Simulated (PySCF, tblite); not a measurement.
# C4H11BrSi: geometry, infrared bands and NMR shifts

Wanted: the infrared bands and NMR shifts of C4H11BrSi (`C[SiH](C)CCBr`), by calculation.

Programs: tblite 0.8.0 and PySCF 2.14.0, with density-fitted response routines of our own. Each step states its level of theory. These are calculated values for one molecule in the gas phase, unless marked as measured. Atoms are numbered from 0 throughout.

### 1 The molecule as given

17 atoms, charge 0, multiplicity 1; geometry from: force field or distance geometry start.

Bonds of the start (Å): C0–Si1 1.86, Si1–C2 1.88, Si1–C3 1.84, C3–C4 1.50, C4–Br5 1.96, C0–H6 1.12, C0–H7 1.13, C0–H8 1.11, Si1–H9 1.45, C2–H10 1.11, C2–H11 1.11, C2–H12 1.12, C3–H13 1.12, C3–H14 1.11, C4–H15 1.11, C4–H16 1.11.

### 2 Geometry optimisation with GFN2-xTB

What the job is given:

```
{"job": {"kind": "relax", "xc": "GFN2-xTB", "basis": "xTB"}, "charge": 0, "multiplicity": 1}
C     -0.621500     1.637100     0.463800
Si    -0.573600     0.094800    -0.577900
C     -2.002200    -0.981900     0.013800
C      0.971800    -0.882000    -0.374500
C      2.113500    -0.188100     0.297600
Br     2.636000     1.394000    -0.734000
H     -1.672300     1.996000     0.609800
H     -0.118400     1.506100     1.464000
H     -0.120900     2.436400    -0.129800
H     -0.834900     0.399900    -1.973200
H     -2.613600    -1.262500    -0.865300
H     -2.575200    -0.482500     0.820400
H     -1.584000    -1.913600     0.479700
H      0.727700    -1.779000     0.255800
H      1.321200    -1.193900    -1.386200
H      3.001100    -0.854900     0.271800
H      1.938300     0.086100     1.354400
```

On the command line:

```sh
$ OMP_NUM_THREADS=1 python probes_run.py task.json out
```

This one command runs all jobs of the session in turn.

**Question.** This job is followed by: GFN2-xTB harmonic vibrations, gas phase; GIAO PBE0/pcSseg-1 NMR shielding, non-relativistic, gas phase. Predict these results of the whole session: strongest single infrared mode (GFN2-xTB); zero-point energy (GFN2-xTB); 13C shifts against TMS (PBE0/pcSseg-1, means over atoms taken as alike); 1H shifts against TMS (PBE0/pcSseg-1, means over atoms taken as alike); 29Si shifts against TMS (PBE0/pcSseg-1); 79Br shifts against HBr (PBE0/pcSseg-1); surface potential, 1st and 99th percentile.

The runs gave:

```
                                                               quantity                       value
                              strongest single infrared mode (GFN2-xTB)       2216 cm⁻¹, 264 km/mol
                                           zero-point energy (GFN2-xTB)               86.2 kcal/mol
13C shifts against TMS (PBE0/pcSseg-1, means over atoms taken as alike)        44.7, 22.8, -5.1 ppm
 1H shifts against TMS (PBE0/pcSseg-1, means over atoms taken as alike)  4.82, 3.81, 1.17, 0.12 ppm
                                29Si shifts against TMS (PBE0/pcSseg-1)                   -21.2 ppm
                                79Br shifts against HBr (PBE0/pcSseg-1)                     302 ppm
                                  surface potential, 1st and 99th percentile          -0.75 V and 0.92 V
```

**Reading.** Relaxing lowered the energy by 0.500 eV in 151 steps; the close pair that moved most is Si1–C3, from 1.840 to 1.920 Å. No mode is imaginary among the 45: a minimum at this level. The strongest single mode, at 2216 cm⁻¹, moves mainly H9. Unscaled tight-binding wavenumbers are off by several per cent, some by more. Its intensities can rank the bands wrongly. C4 stands next to heavy halogen, whose spin-orbit shielding this run leaves out, so the computed shift lies too far downfield, most of all for carbon beside Br or I. At PBE0/pcSseg-1: The widest tensor belongs to Br5: span 1121 ppm, with a paramagnetic part of -803 ppm. Spin-orbit coupling is left out, which matters for shieldings and couplings at and beside the heavy atoms.
